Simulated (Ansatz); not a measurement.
# MgZr2H6: the cost of one run

Program: Ansatz 0.2.0. Level of theory: DFT PBE, scalar-relativistic, plane waves, PAW. These are calculated values, not measurements.

## 1. The structure to begin with

Symmetry: P-3m1, No. 164, trigonal system. Conventional cell: a = 6.233 Å, b = 6.233 Å, c = 5.236 Å, α = 90.00°, β = 90.00°, γ = 120.00°. Mg (site symmetry -3m) is surrounded by 6 H at 2.22 Å. Zr (site symmetry 3m) has 12 H at 3.12 to 3.18 Å in its first shell of neighbours. Around H (site symmetry m) lie 1 Mg at 2.22 Å and 4 Zr at 3.12 to 3.18 Å.

As a file:

```xyz
9
Lattice="6.2327 0.0000 0.0000 -3.1164 5.3977 0.0000 0.0000 0.0000 5.2355" Properties=species:S:1:pos:R:3 pbc="T T T"
Mg    0.0000    0.0000    2.6178
Zr    0.0000    3.5985    3.9266
Zr    3.1164    1.7992    1.3089
H     3.1164    3.5985    3.9266
H     1.5582    0.8996    3.9266
H     4.6746    0.8996    3.9266
H     0.0000    1.7992    1.3089
H     1.5582    4.4981    1.3089
H    -1.5582    4.4981    1.3089
```

Recipe of the guess: perovskite family, AX3 layers stacked AB|A (P-3m1, No. 164). The dimensions are guesses.

## 2. The guess as it stands, on a coarse mesh

input.yaml

```yaml
crystal:
  lattice:
    - [6.23273915, 0.0, 0.0]
    - [-3.11636957, 5.39771044, 0.0]
    - [0.0, 0.0, 5.23550089]
  atoms:
    - { symbol: Mg, position: [0.0, 0.0, 0.5] }
    - { symbol: Zr, position: [0.33333333, 0.66666667, 0.75] }
    - { symbol: Zr, position: [0.66666667, 0.33333333, 0.25] }
    - { symbol: H, position: [0.83333333, 0.66666667, 0.75] }
    - { symbol: H, position: [0.33333333, 0.16666667, 0.75] }
    - { symbol: H, position: [0.83333333, 0.16666667, 0.75] }
    - { symbol: H, position: [0.16666667, 0.33333333, 0.25] }
    - { symbol: H, position: [0.66666667, 0.83333333, 0.25] }
    - { symbol: H, position: [0.16666667, 0.83333333, 0.25] }
basis:
  ecutwfc: 420
kpoints:
  mp_grid: { grid: [3, 3, 4] }
hamiltonian:
  xc: pbe
scf:
  occupations: { method: gaussian, width: 0.1 }
  lower_state_search: "off"
output:
  forces: true
  stress: true
  eigenvalues: true
```

On the command line:

```bash
$ ansatz run input.yaml --threads 1 --pin off --max-ram 2560MiB --backend cpu --events-out ev --progress --plain --runs-dir out
```

What time and memory should one allow on 1 thread of Intel Xeon at 2.50GHz (Skylake/Cascade Lake), shared host?

About 5.6 s, with a peak of 0.42 GiB.
